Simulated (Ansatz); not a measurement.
From input file to script: Ca3SbAs, space group Pm-3m in Ansatz 0.2.0.

```yaml
crystal:
  lattice:
    - [5.49, 0.0, 0.0]
    - [0.0, 5.49, 0.0]
    - [0.0, 0.0, 5.49]
  atoms:
    - { symbol: Ca, position: [0.005464, 0.505464, 0.5] }
    - { symbol: Ca, position: [0.5, 0.0, 0.5] }
    - { symbol: Ca, position: [0.5, 0.5, 0.0] }
    - { symbol: Sb, position: [0.0, 0.0, 0.0] }
    - { symbol: As, position: [0.5, 0.5, 0.5] }
kpoints:
  mp_grid:
    grid: [3, 3, 3]
    shift: [0.0, 0.0, 0.0]
hamiltonian:
  xc: pbesol
scf:
  occupations:
    method: fixed
relax:
  f_tol: 0.05
```

The script, `relax.py`:
```python
import json

import ansatz as az
from ase import Atoms
from ase.data import atomic_numbers
import numpy as np
import spglib

MESH = (3, 3, 3)
SMEARING = "fixed"
FUNCTIONAL = "PBEsol"
FMAX = 0.05


def main() -> None:
    atoms = Atoms(
        ["Ca", "Ca", "Ca", "Sb", "As"],
        scaled_positions=[
            [0.0, 0.5, 0.5],
            [0.5, 0.0, 0.5],
            [0.5, 0.5, 0.0],
            [0.0, 0.0, 0.0],
            [0.5, 0.5, 0.5],
        ],
        cell=[
            [5.49, 0.0, 0.0],
            [0.0, 5.49, 0.0],
            [0.0, 0.0, 5.49],
        ],
        pbc=True,
    )
    system = az.Crystal.from_ase(atoms)

    job = (
        system.move(0, to=[0.005464, 0.505464, 0.5]).calculation()
        .kpoints(*MESH, center="gamma")
        .occupations(SMEARING)
        .functional(FUNCTIONAL)
        .relax(force_tolerance=FMAX)
    )
    out = job.run(threads=1, events_out="ca3sbas.ndjson")
    with open("ca3sbas.ndjson") as stream:
        events = [json.loads(line) for line in stream]
    steps = [e["data"] for e in events if e["event"] == "relax_step"]
    r = out.report
    print("step   energy (eV)     max comp. (eV/A)  SCF")
    for s in steps:
        print(f"{s['step']:4d} {s['lagrangian_ev']:15.5f} {s['allowed_force_max_ev_ang']:12.4f} {s['n_scf']:5d}")

    first, last = steps[0], steps[-1]
    symbols = [site.symbol for site in out.lattice.sites]
    print(f"energy gained {first['lagrangian_ev'] - last['lagrangian_ev']:.4f} eV in {len(steps) - 1} steps")

    moved = np.linalg.norm(np.array(last["positions_ang"]) - np.array(first["positions_ang"]), axis=1)
    print("displacement by atom (A):", " ".join(f"{s}:{d:.3f}" for s, d in zip(symbols, moved)))

    fractions = [site.position_frac for site in out.lattice.sites]
    numbers = [atomic_numbers[s] for s in symbols]
    for tolerance in (1e-3, 1e-2, 1e-1):
        print(f"space group at {tolerance} A:", spglib.get_spacegroup((out.lattice.cell_ang, fractions, numbers), symprec=tolerance))

    print("%-22s %14.5f eV" % ("F = E - TS", r["free_energy_ev"]))
    print("%-22s %14.5f eV" % ("E", r["internal_energy_ev"]))
    print("%-22s %14.5f eV" % ("Harris-Foulkes", r["harris_foulkes_ev"]))
    print("%-22s %14.5f eV" % ("Fermi level", r["fermi_energy_ev"]))


if __name__ == "__main__":
    main()
```

Output of `python relax.py`:
```text
DeckWarning: basis.ecutwfc = 420 eV, auto-derived from the records' recommended cutoffs: set by Ca (normal level)
step   energy (eV)     max comp. (eV/A)  SCF
   1    -16606.81257       0.2808     6
   2    -16606.81564       0.1205     4
   3    -16606.81714       0.0272     5
   4    -16606.81850       0.0481     5
   5    -16606.82235       0.0800     5
   6    -16606.84074       0.1396     5
   7    -16606.89972       0.1373     6
   8    -16606.91092       0.2052     5
   9    -16606.93575       0.0736     5
  10    -16606.93022       0.1611     7
  11    -16606.93803       0.0152     7
energy gained 0.1255 eV in 10 steps
displacement by atom (A): Ca:0.239 Ca:0.344 Ca:0.277 Sb:0.483 As:0.067
space group at 0.001 A: Pm (6)
space group at 0.01 A: Pm (6)
space group at 0.1 A: Pm (6)
F = E - TS               -16606.93803 eV
E                        -16606.93803 eV
Harris-Foulkes           -16606.93803 eV
Fermi level                   5.93610 eV
```
(Warnings from the package without file and line.)

Caveats:
- Total energies depend on the potentials; only differences at equal settings carry meaning. A total without «per atom» is that of the cell as typed.
- With fixed filling the reported Fermi level is the top filled level among the k-points of the SCF.
- An absolute Fermi energy rests on an arbitrary zero of the periodic potential and has no direct meaning.
- Energies along a relaxation are free energies. A last row that repeats the one before re-solves the same geometry more tightly.
- The cell relaxed to the group Pm; tensors and edges are in the axes of the typed cell.
- The structure comes from a database of computed cells and needn't be a stable or known phase.
- Wall time of the script: 48 s on 1 thread of Arm Neoverse V1, on a shared host, peak memory 0.46 GiB.

(Lines on the test bed's own set-up are left out of the output.)
